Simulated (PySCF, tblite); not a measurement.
**C₂H₈GeOSi, a small gas-phase stand-in for a defect centre: NMR shifts, core binding energies and electronic excitations, part 1 of 2**

Wanted: the NMR shifts, core binding energies and electronic excitations for `C[O][Ge][CH2][SiH3]`. It is drawn as: twofold Ge.

Programs: tblite 0.8.0 and PySCF 2.14.0. All values are calculated, for the isolated system unless a continuum is named. Atoms count from 0, parts from 1.

## (1) The system as given

13 atoms, charge 0, multiplicity 1; geometry: distance geometry start.

## (2) Geometry optimisation with GFN2-xTB

What the job is given:

```
{"job": {"kind": "relax", "xc": "GFN2-xTB", "basis": "xTB"}, "charge": 0, "multiplicity": 1}
Ge     0.477174    -0.674717    -1.412623
C     -0.902113    -0.729939    -0.009866
Si    -2.463336     0.079571    -0.467625
O      1.531058     0.743604    -1.116279
C      2.646563     0.436470    -0.378602
H     -0.441815    -0.244362     0.886249
H     -1.091119    -1.790394     0.264470
H     -3.070598    -0.383615    -1.743780
H     -3.436001    -0.245938     0.591742
H     -2.253917     1.541415    -0.441160
H      2.834212    -0.627141    -0.196454
H      3.545863     0.846689    -0.925818
H      2.578728     1.056183     0.542195
```

With the program's defaults for keys left out, this is: GFN2-xTB geometry optimisation, gas phase.

On the command line:

```console
OMP_NUM_THREADS=1 python cluster_run.py task.json out
```

This one command runs all jobs of the session in turn.

What it wrote:

```text
step      E/eV     max force
  0    -437.48904    2.490
  1    -437.71864    1.655
  2    -437.79364    0.991
  3    -437.85271    0.526
  4    -437.87538    0.404
  5    -437.88774    0.341
  6    -437.89717    0.238
  7    -437.90569    0.249
  8    -437.91459    0.262
  9    -437.92541    0.300
 10    -437.93998    0.367
 11    -437.95637    0.338
 12    -437.97003    0.363
 13    -437.98371    0.306
 14    -437.99848    0.328
 15    -438.01244    0.318
 16    -438.02857    0.373
 17    -438.04530    0.444
 18    -438.06043    0.419
 19    -438.07338    0.325
 20    -438.08717    0.385
 21    -438.09264    0.502
 22    -438.11866    0.376
 23    -438.13381    0.266
 24    -438.15129    0.314
 25    -438.15831    0.296
 26    -438.16858    0.222
 27    -438.17553    0.257
 28    -438.18171    0.255
 29    -438.18697    0.210
 30    -438.19121    0.162
 31    -438.19365    0.137
 32    -438.19607    0.185
 33    -438.19947    0.224
 34    -438.20387    0.208
 35    -438.20805    0.163
 36    -438.21091    0.124
 37    -438.21302    0.128
 38    -438.21556    0.142
 39    -438.22007    0.154
 40    -438.22352    0.169
 41    -438.22623    0.155
 42    -438.22922    0.121
 43    -438.23284    0.125
 44    -438.23611    0.150
 45    -438.23844    0.132
 46    -438.23994    0.095
 47    -438.24113    0.080
 48    -438.24222    0.081
 49    -438.24331    0.086
 50    -438.24426    0.096
 51    -438.24530    0.096
 52    -438.24647    0.093
 53    -438.24781    0.085
 54    -438.24922    0.088
 55    -438.25059    0.087
 56    -438.25196    0.086
 57    -438.25345    0.088
 58    -438.25512    0.125
 59    -438.25697    0.142
 60    -438.25865    0.109
 61    -438.25979    0.068
 62    -438.26048    0.064
 63    -438.26112    0.065
 64    -438.26200    0.094
 65    -438.26301    0.074
 66    -438.26399    0.081
 67    -438.26497    0.081
 68    -438.26619    0.091
 69    -438.26794    0.116
 70    -438.26953    0.094
 71    -438.27049    0.048
 72    -438.27088    0.039
 73    -438.27110    0.038
 74    -438.27135    0.039
 75    -438.27167    0.044
 76    -438.27207    0.049
 77    -438.27249    0.055
 78    -438.27285    0.048
 79    -438.27312    0.039
 80    -438.27334    0.040
 81    -438.27361    0.042
 82    -438.27398    0.048
 83    -438.27442    0.057
 84    -438.27487    0.064
 85    -438.27530    0.055
 86    -438.27573    0.053
 87    -438.27626    0.065
 88    -438.27694    0.078
 89    -438.27787    0.095
 90    -438.27920    0.097
 91    -438.28117    0.154
 92    -438.28418    0.220
 93    -438.28903    0.264
 94    -438.29639    0.243
 95    -438.30398    0.184
 96    -438.30805    0.132
 97    -438.30406    0.263
 98    -438.31119    0.197
 99    -438.31094    0.204
100    -438.31426    0.106
101    -438.31599    0.116
102    -438.31808    0.139
103    -438.32041    0.166
104    -438.32253    0.126
105    -438.32605    0.158
106    -438.32995    0.141
107    -438.33233    0.120
108    -438.33261    0.094
109    -438.33433    0.065
110    -438.33471    0.062
111    -438.33539    0.058
112    -438.33624    0.077
113    -438.33684    0.068
114    -438.33746    0.052
115    -438.33798    0.052
116    -438.33834    0.048
117    -438.33849    0.031
118    -438.33856    0.016
119    -438.33860    0.012
120    -438.33863    0.011
121    -438.33865    0.011
122    -438.33867    0.013
123    -438.33868    0.011
124    -438.33870    0.009
125    -438.33871    0.008
```

Run time: 2.4 s. Hardware: 1 thread of Arm Neoverse V2, shared host.

Along the way:

| step | energy from step 0 (eV) | largest force (eV/Å) |
| --- | --- | --- |
| 0 | 0.0000 | 2.4898 |
| 5 | -0.3987 | 0.3407 |
| 10 | -0.4509 | 0.3669 |
| 15 | -0.5234 | 0.3173 |
| 20 | -0.5981 | 0.3854 |
| 25 | -0.6693 | 0.2961 |
| 30 | -0.7022 | 0.1614 |
| 35 | -0.7190 | 0.1632 |
| 40 | -0.7345 | 0.1695 |
| 45 | -0.7494 | 0.1326 |
| 50 | -0.7552 | 0.0969 |
| 55 | -0.7615 | 0.0872 |
| 60 | -0.7696 | 0.1093 |
| 65 | -0.7740 | 0.0735 |
| 70 | -0.7805 | 0.0940 |
| 75 | -0.7826 | 0.0442 |
| 80 | -0.7843 | 0.0404 |
| 85 | -0.7863 | 0.0554 |
| 90 | -0.7902 | 0.0966 |
| 95 | -0.8149 | 0.1839 |
| 100 | -0.8252 | 0.1061 |
| 105 | -0.8370 | 0.1573 |
| 110 | -0.8457 | 0.0625 |
| 115 | -0.8489 | 0.0527 |
| 120 | -0.8496 | 0.0108 |
| 125 | -0.8497 | 0.0083 |

Close pairs (by a distance rule), those that changed most:

| bond | before (Å) | after (Å) | change (Å) |
| --- | --- | --- | --- |
| Ge0–C1 | 1.968 | 2.059 | +0.091 |
| C1–Si2 | 1.817 | 1.895 | +0.077 |
| C4–H11 | 1.130 | 1.093 | -0.037 |
| O3–C4 | 1.372 | 1.403 | +0.031 |
| Ge0–O3 | 1.792 | 1.763 | -0.028 |
| C1–H5 | 1.118 | 1.093 | -0.025 |
| C1–H6 | 1.112 | 1.092 | -0.019 |
| C4–H12 | 1.112 | 1.093 | -0.019 |

## (3) Relaxing the molecule at PBE0-D3(BJ)/def2-SVP

What the job is given:

```
{"job": {"xc": "PBE0", "basis": "def2-SVP", "d3": "d3bj", "grid": 2, "kind": "geom", "shake": 0.01}, "charge": 0, "multiplicity": 1}
Ge     0.550048    -1.291436    -1.532911
C     -0.777295    -1.186887     0.053730
Si    -1.929647     0.330131     0.049339
O      1.832360    -0.165112    -1.001536
C      2.078920     0.662317     0.082119
H     -0.191633    -1.202187     0.977074
H     -1.377819    -2.086332     0.049363
H     -2.985658     0.126983    -0.906149
H     -2.476423     0.553221     1.416684
H     -1.186608     1.549475    -0.319488
H      2.839094     0.203101     0.728353
H      2.470292     1.620846    -0.278935
H      1.164579     0.868508     0.689761
```

What it wrote:

```text
step   0  E = -2521.70863120  max force = 0.021535
step   1  E = -2521.71236611  max force = 0.004563
step   2  E = -2521.71256923  max force = 0.002694
step   3  E = -2521.71267856  max force = 0.000603
step   4  E = -2521.71270802  max force = 0.000423
step   5  E = -2521.71275124  max force = 0.000998
step   6  E = -2521.71281258  max force = 0.001572
step   7  E = -2521.71289931  max force = 0.001771
step   8  E = -2521.71299699  max force = 0.001442
step   9  E = -2521.71309002  max force = 0.001066
step  10  E = -2521.71314107  max force = 0.000511
step  11  E = -2521.71315188  max force = 0.000328
optimisation converged
```

Run time: 1.8 min. Hardware: 1 thread of Arm Neoverse V2, shared host; peak memory 0.7 GiB.

Along the way:

| step | energy from step 0 (eV) | largest force component (eV/Å) |
| --- | --- | --- |
| 0 | 0.0000 | 1.1074 |
| 1 | -0.1016 | 0.2346 |
| 2 | -0.1072 | 0.1385 |
| 3 | -0.1101 | 0.0310 |
| 4 | -0.1109 | 0.0218 |
| 5 | -0.1121 | 0.0513 |
| 6 | -0.1138 | 0.0808 |
| 7 | -0.1161 | 0.0911 |
| 8 | -0.1188 | 0.0742 |
| 9 | -0.1213 | 0.0548 |
| 10 | -0.1227 | 0.0263 |
| 11 | -0.1230 | 0.0169 |

Distances of close pairs at the start and the end, largest changes first:

| bond | before (Å) | after (Å) | change (Å) |
| --- | --- | --- | --- |
| Si2–H7 | 1.439 | 1.498 | +0.060 |
| Ge0–C1 | 2.071 | 2.012 | -0.059 |
| C1–Si2 | 1.905 | 1.880 | -0.025 |
| C1–H6 | 1.082 | 1.105 | +0.023 |
| Si2–H9 | 1.475 | 1.496 | +0.021 |
| C4–H12 | 1.117 | 1.104 | -0.013 |
| C1–H5 | 1.094 | 1.104 | +0.011 |
| O3–C4 | 1.386 | 1.396 | +0.010 |

The end geometry stands in the next job.

| at the end point | value |
| --- | --- |
| point group (found at 0.08 Å tolerance) | C1 |
| rotational constants (GHz, main isotopes) | 3.207, 1.628, 1.192 |
| dipole moment (D) | 1.57 |

## (4) Shielding tensors: PBE0/pcSseg-1

What the job is given:

```
{"job": {"kind": "nmr", "xc": "PBE0", "basis": "pcSseg-1"}, "charge": 0, "multiplicity": 1}
Ge     0.372489    -1.409305    -1.430242
C     -0.742101    -1.099669     0.216071
Si    -1.870216     0.401273     0.120732
O      1.743456    -0.304143    -1.137484
C      2.065592     0.545612    -0.078290
H     -0.125036    -1.031512     1.129042
H     -1.384455    -1.993444     0.310289
H     -2.568042     0.440198    -1.204645
H     -2.919525     0.389918     1.187628
H     -1.079089     1.664053     0.251374
H      2.983407     0.194156     0.424918
H      2.265451     1.560221    -0.463109
H      1.267891     0.625171     0.680910
```

Level: GIAO PBE0/pcSseg-1 NMR shielding, non-relativistic, gas phase.

What it wrote:

```text
coarse grid: 49144 points
cycle   1  E = -2521.7738571670  dE = -5.242e-01  |g| = 1.100e+00  |ddm| = 3.214e+00
cycle   2  E = -2521.1546118503  dE =  6.192e-01  |g| = 1.988e+00  |ddm| = 1.875e+00
cycle   3  E = -2521.8821477337  dE = -7.275e-01  |g| = 4.545e-01  |ddm| = 1.553e+00
cycle   4  E = -2521.9214690086  dE = -3.932e-02  |g| = 1.066e-01  |ddm| = 3.610e-01
cycle   5  E = -2521.9233879115  dE = -1.919e-03  |g| = 3.715e-02  |ddm| = 1.401e-01
cycle   6  E = -2521.9237607323  dE = -3.728e-04  |g| = 8.728e-03  |ddm| = 4.292e-02
cycle   7  E = -2521.9237756145  dE = -1.488e-05  |g| = 1.713e-03  |ddm| = 8.581e-03
cycle   8  E = -2521.9237761737  dE = -5.593e-07  |g| = 4.247e-04  |ddm| = 2.247e-03
final grid: 101568 points
cycle   9  E = -2521.9237640522  dE = -5.739e-08  |g| = 4.811e-04  |ddm| = 1.628e-03
cycle  10  E = -2521.9237640300  dE =  2.218e-08  |g| = 5.899e-04  |ddm| = 8.407e-04
cycle  11  E = -2521.9237641066  dE = -7.661e-08  |g| = 6.575e-05  |ddm| = 4.336e-04
cycle  12  E = -2521.9237641075  dE = -9.504e-10  |g| = 1.977e-05  |ddm| = 6.248e-05
converged SCF energy = -2521.9237641075

GIAO shielding tensors (ppm)
atom      isotropic    diamagn.    paramagn.     s11        s22        s33       span
  0 Ge     578.408    2753.433   -2175.024   -595.584   1094.801   1236.009   1831.593
  1 C      158.469     259.012    -100.543     99.873    174.600    200.934    101.061
  2 Si     440.676     879.275    -438.598    399.337    448.364    474.328     74.991
  3 O       73.381     400.902    -327.521   -233.828     72.775    381.195    615.023
  4 C      126.693     245.566    -118.873     94.499    110.350    175.232     80.733
  5 H       29.713      32.953      -3.240     26.351     27.973     34.815      8.464
  6 H       30.234      30.911      -0.677     27.094     28.718     34.890      7.796
  7 H       27.383      28.547      -1.164     24.400     25.753     31.997      7.598
  8 H       27.241      28.044      -0.803     23.824     24.893     33.006      9.182
  9 H       27.416      29.343      -1.927     23.302     27.017     31.929      8.627
 10 H       27.177      28.517      -1.341     23.362     24.962     33.205      9.843
 11 H       27.067      29.064      -1.997     23.820     24.662     32.719      8.899
 12 H       26.589      32.506      -5.917     22.636     27.060     30.072      7.437
```

Run time: 22 s. Hardware: 1 thread of Arm Neoverse V2, shared host; peak memory 1 GiB.

Shifts follow as δ = σ(reference) − σ, with reference shieldings (ppm) from runs at the same level and on the same kind of geometry: ¹H TMS 31.27, ¹³C TMS 184.4, ²⁹Si TMS 352.0, ¹⁷O H2O 334.6, ⁷³Ge GeMe4 1330. The references are single molecules in the gas phase, so shifts against H2O, NH3, PH3, H3PO4 or CFCl3 are not on the usual liquid scales and can be off by tens of ppm.

| atoms | environment | σ (ppm) | δ (ppm) |
| --- | --- | --- | --- |
| C4 | carbon bonded to O, 3 H | 126.7 | 57.7 |
| C1 | carbon bonded to Ge, Si, 2 H | 158.5 | 25.9 |
| H12 | hydrogen on a carbon bonded to O | 26.59 | 4.68 |
| H11 | hydrogen on a carbon bonded to O | 27.07 | 4.20 |
| H10 | hydrogen on a carbon bonded to O | 27.18 | 4.09 |
| H8 | hydrogen on a silicon bonded to C | 27.24 | 4.03 |
| H7 | hydrogen on a silicon bonded to C | 27.38 | 3.88 |
| H9 | hydrogen on a silicon bonded to C | 27.42 | 3.85 |
| H5 | hydrogen on a carbon bonded to Ge, Si | 29.71 | 1.55 |
| H6 | hydrogen on a carbon bonded to Ge, Si | 30.23 | 1.03 |
| Ge0 | germanium bonded to C, O | 578 | 752 |
| Si2 | silicon bonded to C, 3 H | 440.7 | -88.7 |
| O3 | oxygen bonded to C, Ge | 73.4 | 261.2 |

Charges from the same density, by scheme (e):

| atoms | Mulliken | IAO | Hirshfeld | ESP fit |
| --- | --- | --- | --- | --- |
| Ge0 | 0.69 | 0.62 | 0.32 | -0.04 |
| C1 | -0.88 | -0.82 | -0.27 | 0.38 |
| Si2 | 0.48 | 0.58 | 0.29 | 0.06 |
| O3 | -0.70 | -0.55 | -0.24 | -0.28 |
| C4 | -0.01 | -0.19 | -0.05 | 0.16 |

Mayer bond orders: Ge0–C1 0.88, C1–Si2 0.90, Ge0–O3 0.92, O3–C4 0.92.

Orbitals, density, ELF and potential are computed afterwards from the orbital file.

Frontier orbitals at PBE0/pcSseg-1, with the share of their density that lies nearest to each atom:

| orbital | energy (eV) | lies on |
| --- | --- | --- |
| HOMO | -6.72 | Ge0 56 %; C1 24 % |
| LUMO | -1.97 | Ge0 71 %; O3 12 % |

ELF in a plane through or near 4 of the atoms.

Ten even steps from '0' (0.00) to '9' (1.00):
```
0000000000000000000000000000
0000000000000000000000000000
0000000000000000100000000000
0000000000000158851000000000
0000001320000799994100000000
0000027984000799996212100000
0000039996100499995357630000
0000027987550059921178851000
0000015745882014258459851000
0000267573761014426247630000
0000588755300247885322100000
0000233223310573276310000000
0000000023312684177400000000
0000000023212577799940000000
0000000011112344799970000000
0000000000011111389840000000
0000000000011000001000000000
0000000000000000000000000000
0000000000000000000000000000
0000000000000000000000000000
```
The map spans 11.1 Å across and 8.8 Å up, centred on the molecule. Atoms in the plane (x, y in Å): C1 (0.9, -1.0), Si2 (1.8, 0.6), C4 (-2.1, 0.3), H9 (0.9, 1.8).

On the surface of density 0.002 e/bohr³ the electrostatic potential runs, from the 1st to the 99th percentile, from -1.31 V near O3 to 1.48 V near Ge0.

(Continued in part 2 of 2.)
